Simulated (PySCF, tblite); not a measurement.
**C3H10NSi2 radical: geometry, infrared bands and EPR parameters**

Aim: predict the infrared bands and EPR parameters of C3H10NSi2 radical (`C[Si@H]1C[CH][SiH2]N1`).

The runs use tblite 0.8.0 and PySCF 2.14.0, with density-fitted response routines of our own; the level of theory stands in each step. All values are computed, except where a source is named. Atoms count from 0, in the outputs and in this text.

### Step 1. Starting geometry

16 atoms, charge 0, multiplicity 2; geometry from: force field or distance geometry start.

Bonds of the start (Å): C0–Si1 1.86, Si1–C2 1.91, C2–C3 1.51, C3–Si4 1.80, Si4–N5 1.72, N5–Si1 1.72, C0–H6 1.10, C0–H7 1.09, C0–H8 1.09, Si1–H9 1.48, C2–H10 1.09, C2–H11 1.09, C3–H12 1.10, Si4–H13 1.47, Si4–H14 1.49, N5–H15 1.00.

### Step 2. Optimising the geometry with GFN2-xTB

The job: settings as JSON, then the geometry in Å.

```
{"job": {"kind": "relax", "xc": "GFN2-xTB", "basis": "xTB"}, "charge": 0, "multiplicity": 2}
C      2.157300     0.607900    -0.254900
Si     0.695200    -0.506000    -0.508600
C     -0.136400    -0.958900     1.148300
C     -1.447800    -0.213400     1.143400
Si    -1.719700     0.763700    -0.345800
N     -0.524600     0.236700    -1.459600
H      1.862100     1.534700     0.259400
H      2.603700     0.897300    -1.207400
H      2.929400     0.120100     0.345700
H      1.089700    -1.740200    -1.219100
H     -0.323700    -2.036100     1.199800
H      0.470100    -0.657600     1.997100
H     -2.172600    -0.252400     1.965200
H     -3.028600     0.478100    -0.962900
H     -1.516800     2.211200    -0.082500
H     -0.944900    -0.476400    -2.029300
```

Launch:

```
> OMP_NUM_THREADS=1 python probes_run.py task.json out
```

The driver reads the jobs from task.json and runs them one after another.

**Question.** This job is followed by: GFN2-xTB harmonic vibrations, gas phase; UKS B3LYP, pcH-1 on C H N Si, non-relativistic, mean-field spin-orbit, GIAO. What will the session give for the following? strongest single infrared mode (GFN2-xTB); zero-point energy (GFN2-xTB); g(iso) (B3LYP); ⟨S²⟩; largest a(iso) (averaged by class); potential on the surface of density 0.002 e/bohr³, 1st and 99th percentile.

**Answer**, as computed:

| quantity | value |
| --- | --- |
| strongest single infrared mode (GFN2-xTB) | 2164 cm⁻¹, 507 km/mol |
| zero-point energy (GFN2-xTB) | 73.9 kcal/mol |
| g(iso) (B3LYP) | 2.00270 |
| ⟨S²⟩ | 0.754 (exact 0.75) |
| largest a(iso) (averaged by class) | 1H on H10, 173.5 MHz |
| potential on the surface of density 0.002 e/bohr³, 1st and 99th percentile | -0.65 V and 1.38 V |

Relaxing lowered the energy by 0.525 eV in 91 steps; the close pair that moved most is C0–Si1, from 1.855 to 1.900 Å. All 42 modes are real, so the xTB geometry is a minimum. The strongest single mode, at 2164 cm⁻¹, moves mainly H9. Unscaled tight-binding wavenumbers are off by several per cent, some by more. Its intensities can rank the bands wrongly. Most of the unpaired spin sits on C3 (1.00 e). The isotropic g lies 0.4 ppt above the free-electron value. The conformer search found further structures of the same energy, which may be mirror or relabelled copies of this one.
